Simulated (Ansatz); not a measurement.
# BeBr+ (triplet): from Hartree-Fock to the top rungs at distance Br1–Be2 = 3.160 Å, cc-pVDZ

How much of the correlation energy of BeBr+ (triplet) does each wave-function method recover here?

Method: cc-pVDZ, core rule «outside noble gas», up to 15 orbitals frozen; program: Ansatz 0.2.0, Gaussian basis.

Plan: UHF; CCSD(T) on ROHF; CCSD(T) on UHF; BCCD(T) on ROHF; CISD; CCSDT(Q) on ROHF; CCSDT(Q) on UHF; CASSCF and MRCISD+Q, 4 electrons in 4 orbitals; CASSCF and NEVPT2, 4 electrons in 4 orbitals.

39 further runs of the same task are left out: 22 for a known fault of the program, 13 that didn't finish, 4 set aside as unsound or not needed.

## 1. The system

The geometry derives from a PBE0/def2-TZVP stationary point (not a proven minimum). One bond is set to the value named and the two fragments are kept rigid. No spin-orbit coupling is included. The filled d shell of Br may be among the frozen orbitals whatever the setting's name suggests; the logs give the count.

2 atoms, charge 1, spin multiplicity 3.

Atoms are counted from 1 here; the program's logs count them from 0.

No contacts short enough for the rule that draws bonds.

## 2. UHF

in.yaml reads:

```yaml
crystal:
  periodic: [false, false, false]
  atoms:
    - {symbol: Br, position_ang: [0.000000, 0.000000, 0.000000]}
    - {symbol: Be, position_ang: [0.000000, 0.000000, 3.160000]}
basis:
  gaussian: {orbitals: cc-pVDZ}
total_charge: 1
magnetization: {spin_polarized: true, initial_magnetization: 2}
hamiltonian: {xc: hf}
output: {orbitals: {seedname: orbitals}}
```

The run is started by

```
$ ansatz run in.yaml --threads 1 --pin off --events-out ev --progress --plain --max-ram 2393MiB
```

Further steps of the session: CCSD(T) on ROHF; CCSD(T) on UHF; BCCD(T) on ROHF; CISD; CCSDT(Q) on ROHF; CCSDT(Q) on UHF; CASSCF and MRCISD+Q, 4 electrons in 4 orbitals; CASSCF and NEVPT2, 4 electrons in 4 orbitals.

**Question.** What will the summary of the whole plan be? Wanted: UCCSDT(Q) below the RHF energy; RMP2 from UCCSDT(Q); UMP2 from UCCSDT(Q); RCCSD from UCCSDT(Q); RCCSD(T) from UCCSDT(Q); UCCSD(T) from UCCSDT(Q); RCCSDT(Q) from UCCSDT(Q); MRCISD+Q pair from UCCSDT(Q); T1 diagnostic.

**Answer**, as computed:

| quantity | value |
| --- | --- |
| UCCSDT(Q) below the RHF energy | -3.2289 eV |
| RMP2 from UCCSDT(Q) | +11.13 kcal/mol |
| UMP2 from UCCSDT(Q) | +11.31 kcal/mol |
| RCCSD from UCCSDT(Q) | +1.46 kcal/mol |
| RCCSD(T) from UCCSDT(Q) | +0.40 kcal/mol |
| UCCSD(T) from UCCSDT(Q) | +0.33 kcal/mol |
| RCCSDT(Q) from UCCSDT(Q) | +0.06 kcal/mol |
| MRCISD+Q pair from UCCSDT(Q) | +0.01 kcal/mol |
| levels within 1 kcal/mol (43 meV) | RCCSD(T), UCCSD(T), BCCD(T), RCCSDT, UCCSDT, RCCSDT(Q), MRCISD+Q pair |
| T1 diagnostic | 0.024 |

In words: RCCSD(T) misses by +0.40 kcal/mol, 0.5 % of the correlation energy. These misses are within one basis, not against nature; the frozen cores of restricted and unrestricted runs differ, which can shift their rows.
